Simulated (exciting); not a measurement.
# AgAu3 (Pm-3m) in exciting: electric field gradients with PBEsol+TS

Aim: the electric field gradients of AgAu3 with PBEsol+TS.

All numbers are computed with exciting (release sodium); they aren't measurements. Logs are shortened: lines on timing, memory, paths and dates and some standing lists are left out, and cuts for length are marked.

## Step 1: The undisturbed crystal

Symmetry: Pm-3m, No. 221, cubic system. Conventional cell: a = 4.122 Å, b = 4.122 Å, c = 4.122 Å, α = 90.00°, β = 90.00°, γ = 90.00°. Au (site symmetry 4/mmm) is surrounded by 8 Au at 2.91 Å and 4 Ag at 2.91 Å. Ag (site symmetry m-3m) has 12 Au at 2.91 Å as nearest neighbours.

The cell comes from a database or a generator and needn't be the stable form of this composition.

## Step 2: Electric field gradients, PBEsol+TS (volume scaled by 1.04)

The input, input.xml:

```xml
<input>
  <title>AgAu3</title>
  <structure speciespath="./" tshift="false" cartesian="true">
    <crystal scale="7.8912501668">
      <basevect>0.999999999999 0.000000000000 0.000000000000</basevect>
      <basevect>0.000000000000 0.999999999999 0.000000000000</basevect>
      <basevect>0.000000000000 0.000000000000 0.999999999999</basevect>
    </crystal>
    <species speciesfile="Au.xml" rmt="2.3">
      <atom coord="0.000000000000 0.000000000000 3.945625083395"/>
      <atom coord="0.000000000000 3.945625083395 0.000000000000"/>
      <atom coord="3.945625083395 0.000000000000 0.000000000000"/>
    </species>
    <species speciesfile="Ag.xml" rmt="2.3">
      <atom coord="3.945625083395 3.945625083395 3.945625083395"/>
    </species>
  </structure>
  <groundstate do="fromscratch" ngridk="7 7 7" rgkmax="9" gmaxvr="14" lmaxapw="10" lmaxmat="10" lmaxvr="8" xctype="GGA_PBE_SOL" stype="Fermi Dirac" swidth="0.00499791" nempty="30" ValenceRelativity="iora*" epsengy="1e-05" epspot="1e-05" maxscl="60" tforce="true" outputlevel="normal"/>
  <properties>
    <EFG/>
    <mossbauer/>
    <TSvdW/>
  </properties>
</input>
```

Potentials or basis: all-electron LAPW+lo, shipped species files, valence relativity iora*.

Command:

```bash
> OMP_NUM_THREADS=1 exciting_smp
```

INFO.OUT:

```text
================================================================================
EXCITING SODIUM started
[... 10 lines left out ...]

 Lattice vectors (cartesian) :
      7.8912501668      0.0000000000      0.0000000000
      0.0000000000      7.8912501668      0.0000000000
      0.0000000000      0.0000000000      7.8912501668

 Reciprocal lattice vectors (cartesian) :
      0.7962217867      0.0000000000      0.0000000000
      0.0000000000      0.7962217867      0.0000000000
      0.0000000000      0.0000000000      0.7962217867

 Unit cell volume                           :     491.4025825207
 Brillouin zone volume                      :       0.5047800363

 Species :    1 (Au)
     parameters loaded from                 :    Au.xml
     name                                   :    gold
     nuclear charge                         :     -79.00000000
     electronic charge                      :      79.00000000
     atomic mass                            :  359048.05590000
     muffin-tin radius                      :       2.30000000
     # of radial points in muffin-tin       :     450

     atomic positions (cartesian) :
       1 :   0.00000000  0.00000000  3.94562508
       2 :   0.00000000  3.94562508  0.00000000
       3 :   3.94562508  0.00000000  0.00000000

 Species :    2 (Ag)
     parameters loaded from                 :    Ag.xml
     name                                   :    silver
     nuclear charge                         :     -47.00000000
     electronic charge                      :      47.00000000
     atomic mass                            :  196631.69970000
     muffin-tin radius                      :       2.30000000
     # of radial points in muffin-tin       :     400

     atomic positions (cartesian) :
       1 :   3.94562508  3.94562508  3.94562508

 Total number of atoms per unit cell        :       4

 Spin treatment                             :    spin-unpolarised

 Number of Bravais lattice symmetries       :      48
[... 63 lines left out ...]
 Exchange energy                            :     -1207.15306829
 Correlation energy                         :       -19.16528837
[... 290 lines left out ...]
 RMS change in effective potential (target) :  0.217732E-02  ( 0.100000E-04)
 Absolute change in total energy   (target) :  0.331097E-01  ( 0.100000E-04)
 Charge distance                   (target) :  0.432800E-04  ( 0.100000E-04)
 Abs. change in max-nonIBS-force   (target) :   0.00000      ( 0.500000E-04)

++++++++++++++++++++++++++++++++++++++++++++++++++++++++++++++++++++++++++++++++
[... 12 further cycles ...]
+ SCF iteration number :   23                                                  +
++++++++++++++++++++++++++++++++++++++++++++++++++++++++++++++++++++++++++++++++
 Total energy                               :    -62441.96754946
 _______________________________________________________________
 Fermi energy                               :         0.33084760
 Kinetic energy                             :     71198.25510779
 Coulomb energy                             :   -132412.72655233
 Exchange energy                            :     -1208.32149207
 Correlation energy                         :       -19.17461285
[... 295 lines left out ...]
 RMS change in effective potential (target) :  0.237937E-09  ( 0.100000E-04)
 Absolute change in total energy   (target) :  0.581615E-05  ( 0.100000E-04)
 Charge distance                   (target) :  0.568579E-09  ( 0.100000E-04)
 Abs. change in max-nonIBS-force   (target) :   0.00000      ( 0.500000E-04)

++++++++++++++++++++++++++++++++++++++++++++++++++++++++++++++++++++++++++++++++
| Convergency criteria checked for the last 2 iterations                       +
| Convergence targets achieved. Performing final SCF iteration                 +
++++++++++++++++++++++++++++++++++++++++++++++++++++++++++++++++++++++++++++++++
 Total energy                               :    -62442.76341755
 _______________________________________________________________
 Fermi energy                               :         0.33083811
 Kinetic energy                             :     71198.05664062
 Coulomb energy                             :   -132413.30216527
 Exchange energy                            :     -1208.34312778
 Correlation energy                         :       -19.17476512

 DOS at Fermi energy (states/Ha/cell)       :        39.04064518

 Electron charges :
     core                                   :       172.00000000
     core leakage                           :         0.00429068
     valence                                :       112.00000000
     interstitial                           :         8.64362188
     charge in muffin-tin spheres :
                  atom     1    Au          :        76.71897581
                  atom     2    Au          :        76.71897581
                  atom     3    Au          :        76.71897581
                  atom     4    Ag          :        45.19945069
     total charge in muffin-tins            :       275.35637812
     total charge                           :       284.00000000

++++++++++++++++++++++++++++++++++++++++++++++++++++++++++++++++++++++++++++++++
+ Self-consistent loop stopped                                                 +
++++++++++++++++++++++++++++++++++++++++++++++++++++++++++++++++++++++++++++++++
 STATE.OUT is written

--------------------------------------------------------------------------------
- Writing atomic positions and forces                                          -
--------------------------------------------------------------------------------

 Atomic positions (cartesian) :
 atom     1  Au  :     0.00000000    0.00000000    3.94562508
 atom     2  Au  :     0.00000000    3.94562508    0.00000000
 atom     3  Au  :     3.94562508    0.00000000    0.00000000
 atom     4  Ag  :     3.94562508    3.94562508    3.94562508

 Total atomic forces including IBS (cartesian) :
 atom     1  Au  :     0.00000000    0.00000000    0.00000000
 atom     2  Au  :    -0.00000000    0.00000000    0.00000000
 atom     3  Au  :    -0.00000000    0.00000000    0.00000000
 atom     4  Ag  :     0.00000000    0.00000000    0.00000000

 Atomic force components including IBS (cartesian) :
 atom     1  Au  :     0.00000000    0.00000000    0.00000000   HF force
                 :    -0.00000000    0.00000000    0.00000000   core correction
                 :    -0.00000000    0.00000000    0.00000000   IBS correction
 atom     2  Au  :     0.00000000    0.00000000    0.00000000   HF force
                 :    -0.00000000    0.00000000    0.00000000   core correction
                 :    -0.00000000    0.00000000    0.00000000   IBS correction
 atom     3  Au  :    -0.00000000    0.00000000    0.00000000   HF force
                 :     0.00000000    0.00000000    0.00000000   core correction
                 :     0.00000000    0.00000000    0.00000000   IBS correction
 atom     4  Ag  :    -0.00000000    0.00000000    0.00000000   HF force
                 :     0.00000000    0.00000000    0.00000000   core correction
                 :    -0.00000000    0.00000000    0.00000000   IBS correction

********************************************************************************
[... 7 lines left out ...]
| EXCITING SODIUM stopped                                                      =
================================================================================
```

EFG.OUT:

```text
(electric field gradient tensor is in Cartesian coordinates)

Species :    1 (), atom :    1

 EFG tensor :
 -0.1898649873     -0.3208421146E-16 -0.2127675465E-16
 -0.3208421146E-16 -0.1898649873      0.1926090770E-16
 -0.2127675465E-16  0.1926090770E-16  0.3797299747
 trace :  -0.4107825191E-14
 eigenvalues :
 -0.1898649873     -0.1898649873      0.3797299747

Species :    1 (), atom :    2

 EFG tensor :
 -0.1898649873      0.9380745941E-16 -0.7045104614E-16
  0.9380745941E-16  0.3797299747     -0.1056247942E-15
 -0.7045104614E-16 -0.1056247942E-15 -0.1898649873
 trace :  -0.1362798763E-13
 eigenvalues :
 -0.1898649873     -0.1898649873      0.3797299747

Species :    1 (), atom :    3

 EFG tensor :
  0.3797299747     -0.1154270330E-16  0.6061680309E-16
 -0.1154270330E-16 -0.1898649873     -0.1217125622E-16
  0.6061680309E-16 -0.1217125622E-16 -0.1898649873
 trace :  -0.4746203430E-14
 eigenvalues :
 -0.1898649873     -0.1898649873      0.3797299747

Species :    2 (), atom :    1

 EFG tensor :
 -0.1491618181E-15 -0.4835506405E-16 -0.8312533008E-16
 -0.4835506405E-16  0.1510783483E-15  0.6652313466E-16
 -0.8312533008E-16  0.6652313466E-16 -0.1916530171E-17
 trace :  -0.2818405881E-29
 eigenvalues :
 -0.1874907929E-15 -0.5489457765E-17  0.1929802507E-15
```

It took 9.6 min on 1 thread of Arm Neoverse V1, shared host; peak memory 0.21 GiB.

What came out:

```
Free energy                                       : -1699154.2373 eV
Band gap on the k mesh                            : none (metal or under the smearing width)
All electrons inside the program's atomic spheres : Au 76.72; Ag 45.20 (radii Au 2.3, Ag 2.3 bohr)
Dispersion energy per atom                        : -0.366 eV
Density of states at the Fermi level              : 1.43 states/eV per cell
```

Electric field gradients, principal values (1e21 V/m²):
```csv
atom,Vxx,Vyy,Vzz,η
1 Au,1.845,1.845,-3.690,0.00
2 Au,1.845,1.845,-3.690,0.00
3 Au,1.845,1.845,-3.690,0.00
4 Ag,0.000,0.000,0.000,0.00
```

Caveat: the field gradient of a metal still moves by tens of percent with the k mesh; the log's total energy holds no entropy term; the free energy is that total less TS from the occupations; the dispersion energy is computed afterwards and isn't part of the total energy; EFG.OUT prints the tensor in atomic units and with the sign opposite to the usual one; the basis of Au and Ba changes in steps between geometries, so energy differences can be off by several meV.
